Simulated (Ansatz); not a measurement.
# SiC: the cost of one run

Method: DFT LDA, scalar-relativistic, plane waves, PAW, in Ansatz 0.2.0.

### Step 1. The structure to begin with

Symmetry: F-43m, No. 216, cubic system. Conventional cell: a = 4.358 Å, b = 4.358 Å, c = 4.358 Å, α = 90.00°, β = 90.00°, γ = 90.00°. Around Si (site symmetry -43m) lie 4 C at 1.89 Å. Around C (site symmetry -43m) lie 4 Si at 1.89 Å.

Coordinates:

```cif
data_structure
_symmetry_space_group_name_H-M 'F-43m'
_symmetry_Int_Tables_number 216
_cell_length_a 4.3580
_cell_length_b 4.3580
_cell_length_c 4.3580
_cell_angle_alpha 90.000
_cell_angle_beta 90.000
_cell_angle_gamma 90.000
_cell_volume 82.77
loop_
_atom_site_label
_atom_site_type_symbol
_atom_site_symmetry_multiplicity
_atom_site_Wyckoff_symbol
_atom_site_fract_x
_atom_site_fract_y
_atom_site_fract_z
_atom_site_occupancy
Si1 Si 4 a 0.00000 0.00000 0.00000 1
C1 C 4 d 0.25000 0.25000 0.75000 1
```

The structure rests on an entry of the Crystallography Open Database; cell or positions may have been set otherwise for this series.

### Step 2. Relaxing cell and atoms: SiC, no spin

File input.yaml:

```yaml
crystal:
  lattice:
    - [0.0, 2.179, 2.179]
    - [2.179, 0.0, 2.179]
    - [2.179, 2.179, 0.0]
  atoms:
    - { symbol: Si, position: [0.0, 0.0, 0.0] }
    - { symbol: C, position: [0.25, 0.25, 0.25] }
scf:
  occupations: { method: fixed }
output:
  forces: true
  stress: true
  eigenvalues: true
  write_density: true
  write_potential: true
  elf: true
  volumetric_format: npy
hamiltonian:
  xc: lda
relax:
  f_tol: 0.001
  max_steps: 60
  cell: { stress_tol: 0.03 }
kpoints:
  mp_grid: { grid: [10, 10, 10] }
```

Run with:

```sh
$ ansatz run input.yaml --threads 8 --pin off --max-ram 16384MiB --backend cpu --events-out ev --progress --plain --runs-dir out
```

What time and memory should one allow on 8 threads of Arm Neoverse V2, shared host?

About 1.8 s, with a peak of 0.29 GiB.
